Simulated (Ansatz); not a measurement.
# K2Rh: the cost of one run

Computed with Ansatz 0.2.0 (DFT PBE, scalar-relativistic, plane waves, PAW, unless a step's input says otherwise).

### Step 1. The starting structure

The structure is hexagonal, space group P6/mmm (No. 191). The conventional cell has a = 5.077 Å, b = 5.077 Å, c = 3.571 Å, α = 90.00°, β = 90.00°, γ = 120.00°. Around K (site symmetry -6m2) lie 3 K at 2.93 Å. Rh (site symmetry 6/mmm) is surrounded by 12 K at 3.43 Å and 2 Rh at 3.57 Å.

Structure file:

```cif
data_structure
_symmetry_space_group_name_H-M 'P6/mmm'
_symmetry_Int_Tables_number 191
_cell_length_a 5.0771
_cell_length_b 5.0771
_cell_length_c 3.5711
_cell_angle_alpha 90.000
_cell_angle_beta 90.000
_cell_angle_gamma 120.000
_cell_volume 79.72
loop_
_atom_site_label
_atom_site_type_symbol
_atom_site_symmetry_multiplicity
_atom_site_Wyckoff_symbol
_atom_site_fract_x
_atom_site_fract_y
_atom_site_fract_z
_atom_site_occupancy
K1 K 2 d 0.33333 0.66667 0.50000 1
Rh1 Rh 1 a 0.00000 0.00000 0.00000 1
```

This is candidate A: TbCd2 type (P6/mmm, No. 191).

(A quick probe on a coarse mesh, which set the mesh and smearing, is not shown.)

### Step 3. Full relaxation (candidate A)

input.yaml

```yaml
crystal:
  lattice:
    - [5.0771389021, 0.0, 0.0]
    - [-2.5385694511, 4.3969312678, 0.0]
    - [0.0, 0.0, 3.571077744]
  atoms:
    - { symbol: K, position: [0.3333333333, 0.6666666667, 0.5] }
    - { symbol: K, position: [0.6666666667, 0.3333333333, 0.5] }
    - { symbol: Rh, position: [0.0, 0.0, 0.0] }
basis:
  ecutwfc: 420
kpoints:
  mp_grid: { grid: [12, 12, 14] }
hamiltonian:
  xc: pbe
scf:
  occupations: { method: gaussian, width: 0.1 }
output:
  forces: true
  stress: true
  eigenvalues: true
relax:
  adjacent_minimum: "off"
  f_tol: 0.01
  max_steps: 80
  cell: { stress_tol: 0.05 }
```

Launch:

```
$ ansatz run input.yaml --threads 1 --pin off --max-ram 2560MiB --backend cpu --events-out ev --progress --plain --runs-dir out
```

**Question.** How long does this run take on 1 thread of Intel Xeon Platinum 8488C (Sapphire Rapids), shared host, and how much memory does it need?

About 1.7 min, with a peak of 0.54 GiB.
